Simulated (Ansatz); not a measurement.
# LiSi16: the cost of one run

Method: DFT PBEsol, plane waves, PAW, scalar-relativistic, collinear spin, in Ansatz 0.2.0.

**1. Starting point**

The cell holds 17 atoms (LiSi16): a = 7.679 Å, b = 7.679 Å, c = 7.679 Å, α = 60.00°, β = 60.00°, γ = 60.00°.

Coordinates:

```xyz
17
Lattice="0.0000 5.4300 5.4300 5.4300 0.0000 5.4300 5.4300 5.4300 0.0000" Properties=species:S:1:pos:R:3 pbc="T T T"
Si    0.0000    0.0000    0.0000
Si    1.3575    1.3575    1.3575
Si    2.7150    2.7150    0.0000
Si    4.0725    4.0725    1.3575
Si    2.7150    0.0000    2.7150
Si    4.0725    1.3575    4.0725
Si    5.4300    2.7150    2.7150
Si    6.7875    4.0725    4.0725
Si    0.0000    2.7150    2.7150
Si    1.3575    4.0725    4.0725
Si    2.7150    5.4300    2.7150
Si    4.0725    6.7875    4.0725
Si    2.7150    2.7150    5.4300
Si    4.0725    4.0725    6.7875
Si    5.4300    5.4300    5.4300
Si    6.7875    6.7875    6.7875
Li    8.1567    5.4793    5.3957
```

**2. Preparing the start**

The input, input.yaml:

```yaml
accuracy: low
crystal:
  lattice:
    - [0.0, 5.43, 5.43]
    - [5.43, 0.0, 5.43]
    - [5.43, 5.43, 0.0]
  atoms:
    - { symbol: Si, position: [0.0, 0.0, 0.0] }
    - { symbol: Si, position: [0.125, 0.125, 0.125] }
    - { symbol: Si, position: [0.0, 0.0, 0.5] }
    - { symbol: Si, position: [0.125, 0.125, 0.625] }
    - { symbol: Si, position: [0.0, 0.5, 0.0] }
    - { symbol: Si, position: [0.125, 0.625, 0.125] }
    - { symbol: Si, position: [0.0, 0.5, 0.5] }
    - { symbol: Si, position: [0.125, 0.625, 0.625] }
    - { symbol: Si, position: [0.5, 0.0, 0.0] }
    - { symbol: Si, position: [0.625, 0.125, 0.125] }
    - { symbol: Si, position: [0.5, 0.0, 0.5] }
    - { symbol: Si, position: [0.625, 0.125, 0.625] }
    - { symbol: Si, position: [0.5, 0.5, 0.0] }
    - { symbol: Si, position: [0.625, 0.625, 0.125] }
    - { symbol: Si, position: [0.5, 0.5, 0.5] }
    - { symbol: Si, position: [0.625, 0.625, 0.625] }
    - { symbol: Li, position: [0.2503109, 0.7433755, 0.758773], spin: 1.0 }
magnetization:
  spin_polarized: true
basis:
  ecutwfc: 420.0
kpoints:
  mp_grid: { grid: [2, 2, 2] }
hamiltonian:
  xc: pbesol
scf:
  occupations: { method: fermi_dirac, width: 0.05 }
  lower_state_search: "off"
relax:
  f_tol: 0.08
  max_steps: 25
  adjacent_minimum: "off"
```

Run with:

```sh
$ ansatz run input.yaml --threads 1 --pin off --max-ram 3072MiB --backend cpu --events-out ev --progress --plain --runs-dir out
```

What time and memory should one allow on 1 thread of Arm Neoverse V1, shared host?

About 45 s, with a peak of 0.68 GiB.
